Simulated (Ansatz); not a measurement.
Input of an Ansatz 0.2.0 run:

Contents of input.yaml:

```yaml
crystal:
  lattice:
    - [5.605, 0.0, 0.0]
    - [-2.8025, 4.8540723882, 0.0]
    - [0.0, 0.0, 4.639]
  atoms:
    - { symbol: Tl, position: [0.0, 0.5, 0.0] }
    - { symbol: Tl, position: [0.5, 0.5, 0.0] }
    - { symbol: Tl, position: [0.5, 0.0, 0.0] }
    - { symbol: Pt, position: [0.6666666667, 0.3333333333, 0.5] }
    - { symbol: Pt, position: [0.3333333333, 0.6666666667, 0.5] }
    - { symbol: Pt, position: [0.0, 0.0, 0.0] }
hamiltonian:
  xc: pbe
  pseudopotentials: { kind: paw, source: ansatz }
kpoints:
  mp_grid: { grid: [6, 6, 6] }
scf:
  occupations: { method: fermi_dirac, width: 0.05 }
output:
  forces: true
  stress: true
  eigenvalues: true
relax:
  f_tol: 0.01
  max_steps: 40
  cell: { stress_tol: 0.05 }
```

Potentials or basis: Ansatz PAW earlier set.

Command:

```sh
$ ansatz run input.yaml --threads 2 --pin off --max-ram 5632MiB --backend cpu --events-out ev --progress --plain --runs-dir out
```

Problem. What does it give for the band gap on the k mesh?

Solution. None (metal or under the smearing width).

Problem. What does it give for the relaxed volume?

Solution. 25.34 Å³/atom.

Final structure:
```
CELL_PARAMETERS angstrom
6.74810 0.00000 0.00000
-3.37405 5.84403 0.00000
0.00000 0.00000 3.85553
ATOMIC_POSITIONS crystal
Tl 0.00000 0.50000 0.00000
Tl 0.50000 0.50000 0.00000
Tl 0.50000 0.00000 0.00000
Pt 0.66667 0.33333 0.50000
Pt 0.33333 0.66667 0.50000
Pt 0.00000 0.00000 0.00000
```

Caveat: the volume moved by over 15 % at a fixed basis, so the end points are rough. PBE usually gives volumes a little too large and moduli too small.
